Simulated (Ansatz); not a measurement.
# H6O4W: the cost of one run

Method: RKS PBE0-D4/def2-mTZVP, in Ansatz 0.2.0.

### 1 Starting point

Bond lengths: W1–H2 1.920 Å, W1–H3 1.920 Å, W1–O4 1.940 Å, O4–H5 1.010 Å, W1–O6 1.940 Å, O6–H7 1.010 Å, W1–O8 1.940 Å, O8–H9 1.010 Å, W1–O10 1.940 Å, O10–H11 1.010 Å. Angles (14 of 19 angles, heavy atoms first): O4–W1–O6 90.0°, O4–W1–O8 180.0°, O4–W1–O10 90.0°, O6–W1–O8 90.0°, O6–W1–O10 90.0°, O8–W1–O10 90.0°, H2–W1–O4 90.0°, H2–W1–O6 119.8°, H2–W1–O8 90.0°, H2–W1–O10 150.2°, H3–W1–O4 90.0°, H3–W1–O6 150.2°, H3–W1–O8 90.0°, H3–W1–O10 119.8°.

Coordinates:

```xyz
11

W     0.0000    0.0000    0.0000
H     0.9528    0.0000    1.6669
H     1.6669    0.0000    0.9528
O     0.0000    1.9400    0.0000
H    -0.6343    2.2771   -0.7100
O    -1.9400    0.0000    0.0000
H    -2.2771   -0.1263    0.9437
O     0.0000   -1.9400    0.0000
H     0.3816   -2.2771    0.8723
O     0.0000    0.0000   -1.9400
H     0.5278    0.7924   -2.2771
```

### 2 Pulling towards end A

Springs on the bonds that form and break draw the guess towards this end; the thresholds are loose.

Input file input.yaml:

```yaml
crystal:
  periodic: [false, false, false]
  atoms:
    - { symbol: W, position_ang: [0.0, 0.0, 0.0] }
    - { symbol: H, position_ang: [0.9528, 0.0, 1.6669] }
    - { symbol: H, position_ang: [1.6669, 0.0, 0.9528] }
    - { symbol: O, position_ang: [0.0, 1.94, 0.0] }
    - { symbol: H, position_ang: [-0.6343, 2.2771, -0.71] }
    - { symbol: O, position_ang: [-1.94, 0.0, 0.0] }
    - { symbol: H, position_ang: [-2.2771, -0.1263, 0.9437] }
    - { symbol: O, position_ang: [0.0, -1.94, 0.0] }
    - { symbol: H, position_ang: [0.3816, -2.2771, 0.8723] }
    - { symbol: O, position_ang: [0.0, 0.0, -1.94] }
    - { symbol: H, position_ang: [0.5278, 0.7924, -2.2771] }
basis:
  gaussian: { orbitals: def2-mTZVP }
hamiltonian:
  xc: pbe0
  dispersion: d4
relax:
  f_tol: 0.15
  max_steps: 25
  restrain:
    - { distance: [1, 2], at: 1.86, k: 30.0 }
    - { distance: [0, 1], at: 1.72, k: 30.0 }
    - { distance: [0, 2], at: 1.72, k: 30.0 }
output:
  orbitals: {}
```

Launch:

```
$ ansatz run input.yaml --threads 4 --pin off --max-ram 5120MiB --backend cpu --events-out ev --progress --plain --runs-dir out
```

What time and memory should one allow on 4 threads of Arm Neoverse V2, shared host?

About 50 s, with a peak of 0.39 GiB.
